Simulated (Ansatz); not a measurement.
# SiH₂Br (doublet): wave-function methods side by side at distance Br1–H2 along a hydrogen transfer = 1.536 Å, cc-pVTZ

The task here is to estimate one member of a computed series from the others.

The runs use Ansatz 0.2.0, Gaussian basis; cc-pVTZ, core rule «outside noble gas», up to 19 orbitals frozen.

To be run: UHF; CCSD(T) on ROHF; CCSD(T) on UHF; BCCD(T) on ROHF; CCSDT(Q) on ROHF; CCSDT(Q) on UHF; CASSCF and NEVPT2, 3 electrons in 3 orbitals; CASSCF and NEVPT2, 13 electrons in 10 orbitals.

### What is computed

The geometry derives from fragments relaxed apart (PBE0/def2-TZVP) and kept rigid, so it is no stationary point. A hydrogen atom is moved between rigid fragments. No spin-orbit coupling is included. The filled d shell of Br may be among the frozen orbitals whatever the setting's name suggests; the logs give the count.

4 atoms, charge 0, spin multiplicity 2.

Atoms are counted from 1 here; the program's logs count them from 0.

Bond lengths: Br1–H2 1.536 Å, Si3–H4 1.532 Å.

Coordinates:

```xyz
4
charge 0, multiplicity 2
Br   -2.3181    0.3699    0.0000
H    -0.7821    0.3699    0.0000
Si    1.3519    0.3699    0.0000
H     1.7483   -1.1096    0.0000
```

The first run:

File in.yaml:

```yaml
crystal:
  periodic: [false, false, false]
  atoms:
    - {symbol: Br, position_ang: [-2.318109, 0.369878, 0.000000]}
    - {symbol: H, position_ang: [-0.782109, 0.369878, 0.000000]}
    - {symbol: Si, position_ang: [1.351891, 0.369878, 0.000000]}
    - {symbol: H, position_ang: [1.748326, -1.109635, 0.000000]}
basis:
  gaussian: {orbitals: cc-pVTZ}
magnetization: {spin_polarized: true, initial_magnetization: 1}
hamiltonian: {xc: hf}
output: {orbitals: {seedname: orbitals}}
```

Launch:

```
$ ansatz run in.yaml --threads 1 --pin off --events-out ev --progress --plain --max-ram 2816MiB --backend cpu
```

Among the steps run: UHF; CCSD(T) on ROHF; CCSD(T) on UHF; BCCD(T) on ROHF; CCSDT(Q) on ROHF; CCSDT(Q) on UHF; CASSCF and NEVPT2, 3 electrons in 3 orbitals; CASSCF and NEVPT2, 13 electrons in 10 orbitals.

One table of the session follows, with a row left open; its other results are not shown here.

| method | from UCCSDT(Q) (meV) |
| --- | --- |
| ROHF | +8800.4 |
| UHF | +8636.1 |
| RMP2 | +1422.4 |
| UMP2 | +1463.4 |
| RCCSD | +356.7 |
| UCCSD | +349.9 |
| RCCSD(T) | +48.8 |
| UCCSD(T) | ? |
| BCCD(T) | +49.3 |
| RCCSDT | +14.1 |
| UCCSDT | +13.1 |
| RCCSDT(Q) | +1.0 |
| UCCSDT(Q) | 0 |
| CASSCF pair | +8314.2 |
| NEVPT2 pair | +1388.8 |
| CASSCF valence | +7327.3 |
| NEVPT2 valence | +1803.5 |

Q: Estimate the row for UCCSD(T) from the others.

The run gave: from UCCSDT(Q) (meV): +49.4. In the column «from UCCSDT(Q) (meV)» it lies between BCCD(T) (+49.3) and UCCSD (+349.9).

Caveats from the session: Restricted and unrestricted rows rest on different reference determinants; where their highest levels disagree by more than a few hundredths of an eV, they describe different states and don't form one ladder.
